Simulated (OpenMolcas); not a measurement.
# A workflow on CH7NSn (SMILES C[NH][SnH3])

Wanted: the energy (HF/ANO-R0), then a single-point energy (CASSCF(2,2)/ANO-R1), then an energy scan (CASPT2(2,2)/ANO-R1), then an energy scan (SC-NEVPT2(2,2)/ANO-R1), then the energy along one coordinate (MC-PDFT[tPBE](2,2)/ANO-R1) of CH7NSn. 

The results are computed with OpenMolcas 26.06.

## 1. Starting point

CH7NSn: 10 atoms, total charge 0, spin state singlet. As SMILES, `C[NH][SnH3]`. The shape is that of a PBE0-D4/def2-TZVP optimisation.

Bond lengths: C1–N2 1.451 Å, N2–Sn3 2.028 Å, C1–H4 1.095 Å, C1–H5 1.094 Å, C1–H6 1.101 Å, N2–H7 1.011 Å, Sn3–H8 1.705 Å, Sn3–H9 1.706 Å, Sn3–H10 1.718 Å. Some angles: C1–N2–Sn3 118.3°, C1–N2–H7 111.0°, Sn3–N2–H7 112.3°, N2–C1–H4 110.3°, N2–C1–H5 109.7°, N2–C1–H6 115.2°, N2–Sn3–H8 106.4°, N2–Sn3–H9 105.8°, N2–Sn3–H10 112.2°, H4–C1–H5 106.6°.

## 2. A single-point energy at HF/ANO-R0 (sfX2C) (run 1)

Contents of geom.xyz:

```xyz
10

C     -0.898400     0.758000    -0.879200
N     -0.343000    -0.532900    -0.516500
Sn     0.897300    -0.629400     1.085100
H     -1.664200     0.637600    -1.652700
H     -1.396800     1.201100    -0.011700
H     -0.168200     1.494600    -1.247500
H      0.037300    -1.004000    -1.326200
H      1.451700    -2.239000     1.169900
H     -0.052600    -0.195500     2.433700
H      2.220200     0.458400     0.948000
```

Contents of step1.inp:

```
* CH7NSn Hartree-Fock
&GATEWAY
Coord = geom.xyz
Basis = ANO-R0
Group = NoSym
&SEWARD
&SCF
PrOrbitals = 0
&LOCALISATION
Occupied
Freeze
Pipek-Mezey
&LOCALISATION
FileOrb = $Project.LocOrb
Virtual
Pipek-Mezey
```

Run with:

```
$ export MOLCAS_MEM=1860
$ pymolcas step1.inp > step1.log
```

The program printed:

```text
--- Start Module: gateway ---
[...]
--- Stop Module: gateway /rc=_RC_ALL_IS_WELL_ ---
[...]
      Basis functions           44
[...]
       Convergence after  12 Iterations
[...]
::    Total SCF energy                              -6269.5475212480
[...]
      Total spin, S                                     0.0000000000
[...]
      Total electronic charge=   70.000000
      Total            charge=   -0.000000
[...]
      Dipole Moment (debye):
      Origin of the operator (angstrom)=    0.6043   -0.4804    0.7364
                   X= -8.0183E-01               Y=  1.3230E-01               Z= -2.2552E+00           Total=  2.3972E+00
      Quadrupole Moment (debye*angstrom):
[...]
--- Start Module: localisation ---
[...]
--- Stop Module: localisation /rc=_RC_ALL_IS_WELL_ ---
--- Start Module: localisation ---
[...]
--- Stop Module: localisation /rc=_RC_ALL_IS_WELL_ ---
[...]
```

Wall time 4.5 s (1 thread of Intel Xeon 6975P-C (Granite Rapids), shared host); peak memory 0.42 GiB.

## 3. The energy at CASSCF(2,2)/ANO-R1 (sfX2C, RICD fitting) (run 2)

geom.xyz is that of step 2.

Contents of step2.input:

```
>>> EXPORT MOLCAS_PRINT=2

&gateway
 coord=geom.xyz
 basis=ANO-R0
 group=NoSym

&seward

&rasscf
 fileorb=$CurrDir/step1.LocOrb
 alter=1
 1 33 35
 spin=1
 nactel=2 0 0
 inactive=34
 ras2=2
 orblisting=Nothing
>>> COPY $Project.RunFile RUNFIL1
>>> COPY $Project.RasOrb INPORB

&gateway
 coord=geom.xyz
 basis=ANO-R1
 group=NoSym
 ricd

&seward
>>> COPY $Project.RunFile RUNFIL2

&expbas

&rasscf
 fileorb=$Project.ExpOrb
 spin=1
 nactel=2 0 0
 inactive=34
 ras2=2
 orblisting=Nothing
 orbappear=Compact
```

Run with:

```
$ export MOLCAS_MEM=1860
$ pymolcas step2.input > step2.log
```

The program printed:

```text
--- Start Module: gateway ---
[...]
--- Stop Module: gateway /rc=_RC_ALL_IS_WELL_ ---
[...]
      Basis functions           44
[...]
      Number of active orbitals                  2
[...]
      Spin quantum number                      0.0
[...]
      Active orbitals                            2
[...]
      Number of CSFs                             3
[...]
      Number of root(s) required                 1
[...]
      Convergence after 10 iterations
[...]
      printout of CI-coefficients larger than  0.05 for root  1
      energy=   -6269.554846
      conf/sym  11     Coeff  Weight
             1  20   0.99515 0.99033
             3  02  -0.09835 0.00967
      Natural orbitals and occupation numbers for root  1
      sym 1:   1.980655   0.019345
      ************************************************************************************************************************
      *                                                    Final results                                                     *
[...]
::    RASSCF root number  1 Total energy:  -6269.55484601
[...]
      Basis functions          106
[...]
--- Start Module: expbas ---
[...]
--- Stop Module: expbas /rc=_RC_ALL_IS_WELL_ ---
--- Start Module: rasscf ---
[...]
      Convergence after 14 iterations
[...]
      Natural orbitals and occupation numbers for root  1
      sym 1:   1.974314   0.025686
      ************************************************************************************************************************
      *                                                    Final results                                                     *
[...]
::    RASSCF root number  1 Total energy:  -6270.26402562
[...]
      Total electronic charge=   70.000000
      Total            charge=   -0.000000
[...]
      Dipole Moment (debye):
      Origin of the operator (angstrom)=    0.6043   -0.4804    0.7364
                   X=  6.3864E-01               Y=  1.6191E-01               Z= -5.5833E-01           Total=  8.6360E-01
      Quadrupole Moment (debye*angstrom):
[...]
--- Stop Module: rasscf /rc=_RC_ALL_IS_WELL_ ---
[...]
```

Wall time 18 s (1 thread of Intel Xeon 6975P-C (Granite Rapids), shared host); peak memory 0.42 GiB.

## 4. The energy along one coordinate at CASPT2(2,2)/ANO-R1 (sfX2C, RICD fitting, ipea shift 0.25 Eh, pt2 variant SS) (run 3)

Contents of step3.inp:

```
>>> COPY $CurrDir/step2.RasOrb $Project.RasOrb
>>> ForEach K in (1, 2, 3, 4, 5, 6, 7, 8, 9)

&GATEWAY
  Coord = $CurrDir/point$K.xyz
  Basis = ANO-R1
  Group = NoSym
  RICD

&SEWARD

&RASSCF
  FileOrb = $Project.RasOrb
  Spin = 1
  Nactel = 2 0 0
  Inactive = 34
  Ras2 = 2
  OrbListing = Nothing
  OrbAppear = Compact

&CASPT2
  Imaginary = 0.2
  Frozen = 20
>>> EndDo
```

Run with:

```
$ export MOLCAS_MEM=1860
$ pymolcas step3.inp > step3.log
```

The program printed:

```text
[...]
      Basis functions          106
[...]
      Number of active orbitals                  2
[...]
      Spin quantum number                      0.0
[...]
      Active orbitals                            2
[...]
      Number of CSFs                             3
[...]
      Number of root(s) required                 1
[...]
      Convergence after 11 iterations
[...]
      Natural orbitals and occupation numbers for root  1
      sym 1:   1.981303   0.018697
      ************************************************************************************************************************
      *                                                    Final results                                                     *
[...]
::    RASSCF root number  1 Total energy:  -6270.25236683
[...]
::    CASPT2 Root  1     Total energy:  -6271.02091540
[...]
      Convergence after 10 iterations
[...]
      Natural orbitals and occupation numbers for root  1
      sym 1:   1.974289   0.025711
      ************************************************************************************************************************
      *                                                    Final results                                                     *
[...]
      Convergence after 10 iterations
[...]
      Natural orbitals and occupation numbers for root  1
      sym 1:   1.746631   0.253369
      ************************************************************************************************************************
      *                                                    Final results                                                     *
[...]
      Convergence after 10 iterations
[...]
      Natural orbitals and occupation numbers for root  1
      sym 1:   1.516506   0.483494
      ************************************************************************************************************************
      *                                                    Final results                                                     *
[...]
      Convergence after 10 iterations
[...]
      Natural orbitals and occupation numbers for root  1
      sym 1:   1.249292   0.750708
      ************************************************************************************************************************
      *                                                    Final results                                                     *
[...]
::    RASSCF root number  1 Total energy:  -6270.14963092
[...]
::    CASPT2 Root  1     Total energy:  -6270.90427537
[...]
      Convergence after  9 iterations
[...]
::    RASSCF root number  1 Total energy:  -6270.14724344
[...]
::    CASPT2 Root  1     Total energy:  -6270.90168973
[...]
```

Wall time 2.1 min (1 thread of Intel Xeon 6975P-C (Granite Rapids), shared host); peak memory 0.27 GiB.

The scan, from its lowest point:

| H8–Sn3 (Å) | energy (kJ/mol) |
| --- | --- |
| 1.534 | 22.3 |
| 1.705 | 0.0 |
| 1.875 | 18.8 |
| 2.131 | 77.9 |
| 2.472 | 164.8 |
| 2.898 | 248.8 |
| 3.409 | 303.8 |
| 4.091 | 328.6 |
| 5.114 | 335.4 |

## 5. An energy scan at SC-NEVPT2(2,2)/ANO-R1 (sfX2C, RICD fitting, pt2 variant SC-NEVPT2) (run 4)

Contents of step4.inp:

```
>>> COPY $CurrDir/step2.RasOrb $Project.RasOrb
>>> ForEach K in (1, 2, 3, 4, 5, 6, 7, 8, 9)
&GATEWAY
Coord
$CurrDir/point$K.xyz
Basis
ANO-R1
Group
NoSym
RICD
&SEWARD
&RASSCF
FileOrb
$Project.RasOrb
Spin
1
Nactel
2 0 0
Inactive
34
Ras2
2
OrbListing
Nothing
OrbAppear
Compact
&CASPT2
SC-NEVPT2
Frozen
20
>>> EndDo
```

Run with:

```
$ export MOLCAS_MEM=1860
$ pymolcas step4.inp > step4.log
```

The program printed:

```text
[...]
      Basis functions          106
[...]
      Number of active orbitals                  2
[...]
      Spin quantum number                      0.0
[...]
      Active orbitals                            2
[...]
      Number of CSFs                             3
[...]
      Number of root(s) required                 1
[...]
      Convergence after 11 iterations
[...]
      printout of CI-coefficients larger than  0.05 for root  1
      energy=   -6270.252367
      conf/sym  11     Coeff  Weight
             1  20   0.99531 0.99065
             3  02  -0.09669 0.00935
      Natural orbitals and occupation numbers for root  1
      sym 1:   1.981303   0.018697
      ************************************************************************************************************************
      *                                                    Final results                                                     *
[...]
::    RASSCF root number  1 Total energy:  -6270.25236683
[...]
      E2 (Variational):          -0.7640589282
[...]
::    SC-NEVPT2 Root  1     Total energy:  -6271.01638604
[...]
      Convergence after 10 iterations
[...]
      Natural orbitals and occupation numbers for root  1
      sym 1:   1.974289   0.025711
      ************************************************************************************************************************
      *                                                    Final results                                                     *
[...]
      Convergence after 10 iterations
[...]
      Natural orbitals and occupation numbers for root  1
      sym 1:   1.746631   0.253369
      ************************************************************************************************************************
      *                                                    Final results                                                     *
[...]
      Convergence after 10 iterations
[...]
      Natural orbitals and occupation numbers for root  1
      sym 1:   1.516506   0.483494
      ************************************************************************************************************************
      *                                                    Final results                                                     *
[...]
      Convergence after 10 iterations
[...]
::    RASSCF root number  1 Total energy:  -6270.14963092
[...]
::    SC-NEVPT2 Root  1     Total energy:  -6270.90343513
[...]
      Convergence after  9 iterations
[...]
::    RASSCF root number  1 Total energy:  -6270.14724344
[...]
      E2 (Variational):          -0.7537724430
[...]
      Reference weight:           0.82901
[...]
::    SC-NEVPT2 Root  1     Total energy:  -6270.90101589
[...]
```

It took 2.1 min on 1 thread of Intel Xeon 6975P-C (Granite Rapids), shared host; peak memory 0.27 GiB.

The scan, from its lowest point:

| H8–Sn3 (Å) | energy (kJ/mol) |
| --- | --- |
| 1.534 | 23.9 |
| 1.705 | 0.0 |
| 1.875 | 17.5 |
| 2.131 | 75.1 |
| 2.472 | 160.5 |
| 2.898 | 243.1 |
| 3.409 | 296.7 |
| 4.091 | 320.4 |
| 5.114 | 326.8 |

## 6. An energy scan at MC-PDFT[tPBE](2,2)/ANO-R1 (sfX2C, RICD fitting) (run 5)

Contents of step5.input:

```
>>> COPY $CurrDir/step2.RasOrb $Project.RasOrb
>>> ForEach K in (1, 2, 3, 4, 5, 6, 7, 8, 9)

&GATEWAY
 COORD = $CurrDir/point$K.xyz
 BASIS = ANO-R1
 GROUP = NoSym
 RICD

&SEWARD

&RASSCF
 FILEORB = $Project.RasOrb
 SPIN = 1
 NACTEL = 2 0 0
 INACTIVE = 34
 RAS2 = 2
 ORBLISTING = Nothing
 ORBAPPEAR = Compact

&MCPDFT
 KSDFT = T:PBE
>>> EndDo
```

Run with:

```
$ export MOLCAS_MEM=1860
$ pymolcas step5.input > step5.log
```

The program printed:

```text
--- Start Module: gateway ---
[...]
      Basis functions          106
[...]
      Number of active orbitals                  2
[...]
      Spin quantum number                      0.0
[...]
      Active orbitals                            2
[...]
      Number of CSFs                             3
[...]
      Number of root(s) required                 1
[...]
      Convergence after 11 iterations
[...]
      printout of CI-coefficients larger than  0.05 for root  1
      energy=   -6270.252367
      conf/sym  11     Coeff  Weight
             1  20   0.99531 0.99065
             3  02  -0.09669 0.00935
      Natural orbitals and occupation numbers for root  1
      sym 1:   1.981303   0.018697
      ************************************************************************************************************************
      *                                                    Final results                                                     *
[...]
::    RASSCF root number  1 Total energy:  -6270.25236683
[...]
::    MCPDFT root number  1 Total energy:  -6273.07934224
[...]
      Convergence after 10 iterations
[...]
      Natural orbitals and occupation numbers for root  1
      sym 1:   1.974289   0.025711
      ************************************************************************************************************************
      *                                                    Final results                                                     *
[...]
      Convergence after 10 iterations
[...]
      Natural orbitals and occupation numbers for root  1
      sym 1:   1.746631   0.253369
      ************************************************************************************************************************
      *                                                    Final results                                                     *
[...]
      Convergence after 10 iterations
[...]
      Natural orbitals and occupation numbers for root  1
      sym 1:   1.516506   0.483494
      ************************************************************************************************************************
      *                                                    Final results                                                     *
[...]
      Convergence after 10 iterations
[...]
::    RASSCF root number  1 Total energy:  -6270.14963092
[...]
::    MCPDFT root number  1 Total energy:  -6272.96390697
[...]
      Convergence after  9 iterations
[...]
::    RASSCF root number  1 Total energy:  -6270.14724344
[...]
      Total electronic charge=   70.000000
      Total            charge=   -0.000000
[...]
::    MCPDFT root number  1 Total energy:  -6272.96228214
[...]
```

It took 2.1 min on 1 thread of Intel Xeon 6975P-C (Granite Rapids), shared host; peak memory 0.27 GiB.

The scan, from its lowest point:

| H8–Sn3 (Å) | energy (kJ/mol) |
| --- | --- |
| 1.534 | 26.1 |
| 1.705 | 0.0 |
| 1.875 | 14.4 |
| 2.131 | 68.4 |
| 2.472 | 152.6 |
| 2.898 | 239.8 |
| 3.409 | 302.0 |
| 4.091 | 329.2 |
| 5.114 | 333.5 |

## 7. Results

| quantity | value |
| --- | --- |
| run 1, HF/ANO-R0: total energy | -6269.54752 Eh |
| run 1, HF/ANO-R0: dipole moment | 2.40 D |
| run 1, HF/ANO-R0: HOMO energy | -10.93 eV |
| run 1, HF/ANO-R0: LUMO energy | 1.79 eV |
| run 1, HF/ANO-R0: HOMO–LUMO gap | 12.71 eV |
| run 2, CASSCF(2,2)/ANO-R1: total energy | -6270.26403 Eh |
| run 2, CASSCF(2,2)/ANO-R1: dipole moment (CASSCF density) | 0.86 D |
| run 3, CASPT2(2,2)/ANO-R1: lowest energy of the scan | -6271.02942 Eh |
| run 4, SC-NEVPT2(2,2)/ANO-R1: lowest energy of the scan | -6271.02547 Eh |
| run 5, MC-PDFT[tPBE](2,2)/ANO-R1: lowest energy of the scan | -6273.08930 Eh |

In words: Mulliken charges (run 1, HF/ANO-R0) run from -0.79 on C1 to +0.76 on Sn3; they depend strongly on the basis. Mulliken charges (run 2, CASSCF(2,2)/ANO-R1) run from -0.63 on N2 to +1.05 on Sn3.
